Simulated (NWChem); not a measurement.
# Si2H6SO (SMILES O[SiH]([SiH3])S) at 4 levels

We compute a comparison of 4 runs (HF/def2-SVP, B2PLYP/6-31G**, PBE0/def2-SVP, MP2/6-31+G*) of Si2H6SO. 

The results are computed with NWChem 7.3.0.

## 1. The structure to begin with

Si2H6SO: 10 atoms, total charge 0, spin state singlet. As SMILES, `O[SiH]([SiH3])S`. The coordinates come from a PBE0-D4/def2-TZVP relaxation. This is one conformer, not always the lowest.

Bond lengths: O1–Si2 1.647 Å, Si2–Si3 2.335 Å, Si2–S4 2.148 Å, O1–H5 0.959 Å, Si2–H6 1.489 Å, Si3–H7 1.487 Å, Si3–H8 1.487 Å, Si3–H9 1.487 Å, S4–H10 1.343 Å. Some angles: O1–Si2–Si3 106.3°, O1–Si2–S4 112.8°, Si3–Si2–S4 108.2°, O1–Si2–H6 111.1°, Si3–Si2–H6 113.2°, S4–Si2–H6 105.3°, Si2–O1–H5 117.6°, Si2–Si3–H7 108.9°, Si2–Si3–H8 109.5°, Si2–Si3–H9 111.0°.

## 2. Energy and forces at HF/def2-SVP (run 1)

The input, h6ossi2.nw:

```
START h6ossi2
memory 2200 mb
GEOMETRY units atomic noautosym nocenter noautoz
  O  -3.44251408  1.07733286 -0.35772516
  Si -0.33826098  1.13043417 -0.13058008
  Si  0.83960532 -2.72574096  1.66277002
  S   1.49534028  1.46189213 -3.73674444
  H  -4.22977398  2.33229998 -1.40274370
  H   0.53176893  3.35690949  1.35398877
  H   3.56062196 -2.61556993  2.35573259
  H   0.45202249 -4.78705422 -0.20768090
  H  -0.67595503 -3.27092695  3.96502335
  H   1.96437031  3.94366945 -3.49637128
END
BASIS "ao basis" spherical bse
  * library def2-SVP
END
SCF
  thresh 1e-08
  maxiter 80
  print low
END
TASK scf gradient
```

The run is started by

```sh
$ nwchem h6ossi2.nw > h6ossi2.out
```

The program printed:

```text
[...]
  functions       =    98
[...]
  wavefunction    = RHF
[...]
         Total SCF energy =  -1053.448026106143
      One-electron energy =  -2011.529138507252
      Two-electron energy =    680.770392116020
 Nuclear repulsion energy =    277.310720285089
        Time for solution =      7.2s
[...]
                         RHF ENERGY GRADIENTS
    atom               coordinates                        gradient
                 x          y          z           x          y          z
   1 O      -3.442514   1.077333  -0.357725    0.009905  -0.013831   0.011770
   2 Si     -0.338261   1.130434  -0.130580   -0.002704  -0.000834  -0.007082
   3 Si      0.839605  -2.725741   1.662770   -0.001679   0.005144  -0.003112
   4 S       1.495340   1.461892  -3.736744   -0.002416  -0.006828   0.003437
   5 H      -4.229774   2.332300  -1.402744   -0.004459   0.011393  -0.009678
   6 H       0.531769   3.356909   1.353989    0.001592   0.002028   0.001547
   7 H       3.560622  -2.615570   2.355733    0.001134   0.000517   0.000115
   8 H       0.452022  -4.787054  -0.207681   -0.000188  -0.001105  -0.000977
   9 H      -0.675955  -3.270927   3.965023   -0.000976  -0.000291   0.001108
  10 H       1.964370   3.943669  -3.496371   -0.000209   0.003807   0.002871
[...]
```

Run time: 9.9 s. Hardware: 1 thread of AMD EPYC 9R45 (Zen 5), shared host; peak memory 0.1 GiB.

## 3. A single-point energy at B2PLYP/6-31G(d,p) (spherical functions) (run 2)

The input, geom.nw:

```
start geom
title "H6OSSi2 energy"
memory stack 880 mb heap 220 mb global 1100 mb
charge 0
geometry units bohr noautosym nocenter noautoz
  O     -3.44251408     1.07733286    -0.35772516
  Si    -0.33826098     1.13043417    -0.13058008
  Si     0.83960532    -2.72574096     1.66277002
  S      1.49534028     1.46189213    -3.73674444
  H     -4.22977398     2.33229998    -1.40274370
  H      0.53176893     3.35690949     1.35398877
  H      3.56062196    -2.61556993     2.35573259
  H      0.45202249    -4.78705422    -0.20768090
  H     -0.67595503    -3.27092695     3.96502335
  H      1.96437031     3.94366945    -3.49637128
end
basis spherical bse
  * library 6-31G**
end
dft
  xc hfexch 0.53 becke88 0.47 lyp 0.73 mp2 0.27
  dftmp2 semidirect
  mult 1
  grid fine
  convergence energy 1e-08
  iterations 100
  mulliken
  print medium
end
mp2
  freeze core 16
end
task dft energy
```

The run is started by

```sh
$ nwchem geom.nw > geom.out
```

The program printed:

```text
[...]
          Wavefunction type:  closed shell.
          No. of atoms     :    10
          No. of electrons :    58
[...]
          Charge           :     0
          Spin multiplicity:     1
[...]
          AO basis - number of functions:    98
[...]
              XC Information
              --------------
                     Hartree-Fock (Exact) Exchange  0.530
                    Becke 1988 Exchange Functional  0.470
              Lee-Yang-Parr Correlation Functional  0.730
[...]
 d= 0,ls=0.0,diis     1  -1055.3029628647 -1.33D+03  9.79D-03  5.22D-01     1.8
[...]
 d= 0,ls=0.0,diis     8  -1055.3747188845 -8.78D-09  1.25D-06  7.88D-09    11.5
         Total DFT energy =    -1055.374718884483
      One electron energy =    -2012.579170261773
           Coulomb energy =      757.744988749264
    Exchange-Corr. energy =      -77.851257657064
 Nuclear repulsion energy =      277.310720285089
[...]
      Total Density - Mulliken Population Analysis
     ---------------------------------------------
    Atom       Charge   Shell Charges
 -----------   ------   -------------------------------------------------------
    1 O    8     8.66   2.00  0.89  2.93  0.91  1.91  0.01
    2 Si  14    13.32   2.00  2.00  5.97  0.95  1.73  0.14  0.28  0.26
    3 Si  14    13.67   2.00  2.00  5.97  0.98  1.95  0.27  0.38  0.13
    4 S   16    16.30   2.00  2.00  5.97  1.32  3.08  0.56  1.33  0.05
    5 H    1     0.66   0.48  0.13  0.04
    6 H    1     1.14   0.51  0.62  0.01
    7 H    1     1.11   0.50  0.61  0.01
    8 H    1     1.11   0.50  0.60  0.01
    9 H    1     1.11   0.50  0.60  0.01
   10 H    1     0.92   0.50  0.41  0.02
[...]
  Basis functions       =     98
[...]
```

It took 14 s on 1 thread of AMD EPYC 9R45 (Zen 5), shared host; peak memory 0.27 GiB.

Run 3 isn't shown in full; the table further down has it.

## 4. Energy and gradient at MP2/6-31+G(d) (spherical functions) (run 4)

The input, run.py:

```python
from ase import Atoms
from ase.calculators.nwchem import NWChem

atoms = Atoms(['O', 'Si', 'Si', 'S', 'H', 'H', 'H', 'H', 'H', 'H'], positions=[
    [-1.821700, 0.570100, -0.189300],
    [-0.179000, 0.598200, -0.069100],
    [0.444300, -1.442400, 0.879900],
    [0.791300, 0.773600, -1.977400],
    [-2.238300, 1.234200, -0.742300],
    [0.281400, 1.776400, 0.716500],
    [1.884200, -1.384100, 1.246600],
    [0.239200, -2.533200, -0.109900],
    [-0.357700, -1.730900, 2.098200],
    [1.039500, 2.086900, -1.850200],
])

calc = NWChem(
    label='h6ossi2',
    theory='mp2',
    memory='2200 mb',
    basis='6-31+G*',
    basispar='spherical bse',
    scf={'nopen': '0', 'rhf': None, 'thresh': '1e-08', 'maxiter': '80'},
    mp2={'freeze': 'core 16', 'tight': None},
)
atoms.calc = calc

forces = atoms.get_forces()
e = atoms.get_potential_energy()
print(f"E = {e:.6f} eV")
print("forces (eV/A):")
for s, f in zip(atoms.symbols, forces):
    print(f"{s:2s} {f[0]:10.5f} {f[1]:10.5f} {f[2]:10.5f}")
```

The run is started by

```sh
$ export ASE_NWCHEM_COMMAND="nwchem PREFIX.nwi > PREFIX.nwo"
$ python run.py
```

The program printed:

```text
E = -28686.814448 eV
forces (eV/A):
O    -0.63866   -0.38875    0.23798
Si    1.06500   -0.19726    0.26020
Si   -0.01908   -0.06263    0.04448
S    -0.00735    0.07749   -0.01656
H    -0.44177    0.45627   -0.37662
H    -0.02443    0.01717   -0.02314
H    -0.02473    0.00874   -0.01430
H     0.01157    0.04314    0.00884
H     0.01903    0.02196   -0.02797
H     0.06037    0.02386   -0.09282
```

The calculator wrote h6ossi2.nwi:

```
title "h6ossi2"

permanent_dir h6ossi2

scratch_dir h6ossi2

start h6ossi2

geometry units angstrom nocenter noautosym noautoz
  O  -1.8217000000000001e+00 5.7010000000000005e-01 -1.8930000000000000e-01
  Si -1.7899999999999999e-01 5.9819999999999995e-01 -6.9099999999999995e-02
  Si 4.4429999999999997e-01 -1.4423999999999999e+00 8.7990000000000002e-01
  S  7.9130000000000000e-01 7.7359999999999995e-01 -1.9774000000000000e+00
  H  -2.2383000000000002e+00 1.2342000000000000e+00 -7.4229999999999996e-01
  H  2.8139999999999998e-01 1.7764000000000000e+00 7.1650000000000003e-01
  H  1.8842000000000001e+00 -1.3841000000000001e+00 1.2465999999999999e+00
  H  2.3920000000000000e-01 -2.5331999999999999e+00 -1.0990000000000000e-01
  H  -3.5770000000000002e-01 -1.7309000000000001e+00 2.0981999999999998e+00
  H  1.0395000000000001e+00 2.0869000000000000e+00 -1.8502000000000001e+00
end

memory 2200 mb

basis spherical bse noprint
   * library 6-31+G*
end

scf
  nopen 0
  rhf
  thresh 1e-08
  maxiter 80
end
mp2
  freeze core 16
  tight
end

task mp2 gradient
```

h6ossi2.nwo, shortened:

```text
[...]
         Total SCF energy =  -1053.758747005103
[...]
                         mp2 ENERGY GRADIENTS
    atom               coordinates                        gradient
                 x          y          z           x          y          z
   1 O      -3.442514   1.077333  -0.357725    0.012420   0.007560  -0.004628
   2 Si     -0.338261   1.130434  -0.130580   -0.020711   0.003836  -0.005060
   3 Si      0.839605  -2.725741   1.662770    0.000371   0.001218  -0.000865
[... 6 lines of this table left out ...]
  10 H       1.964370   3.943669  -3.496371   -0.001174  -0.000464   0.001805
[...]
```

It took 45 s on 1 thread of AMD EPYC 9R45 (Zen 5), shared host; peak memory 0.31 GiB.

## 5. Overview of the runs

```
run                                 level      task  iteration cap   energy (Eh)  largest force (eV/Å)  wall time
  1                           HF/def2-SVP  gradient             80  -1053.448026                 1.064      9.9 s
  2  B2PLYP/6-31G** (spherical functions)    energy            100  -1055.538205                     –       14 s
  3                         PBE0/def2-SVP  gradient            100  -1055.234322                 0.581       12 s
  4     MP2/6-31+G* (spherical functions)  gradient             80  -1054.220995                 1.114       45 s
```

## 6. What came out

| quantity | value |
| --- | --- |
| run 4: total energy | -1054.22099 Eh |
| run 4: dipole moment (of the density that the program reports) | 1.98 D |
| run 4: HOMO energy (Hartree–Fock orbitals) | -10.43 eV |
| run 4: LUMO energy (Hartree–Fock orbitals) | 1.40 eV |
| run 4: HOMO–LUMO gap (Hartree–Fock orbitals) | 11.82 eV |
| run 4: correlation energy (16 core orbitals frozen) | -462.2 mEh |
| run 4: largest force on an atom | 1.114 eV/Å |

**Reading.** Over runs 2, 3, 4 the dipole moment (its size) runs from 1.92 D (PBE0/def2-SVP) to 1.98 D (MP2/6-31+G*). The two ends differ in method and basis. Totals of different functionals can't be ranked against each other. All runs together took 82 s, the longest 45 s.
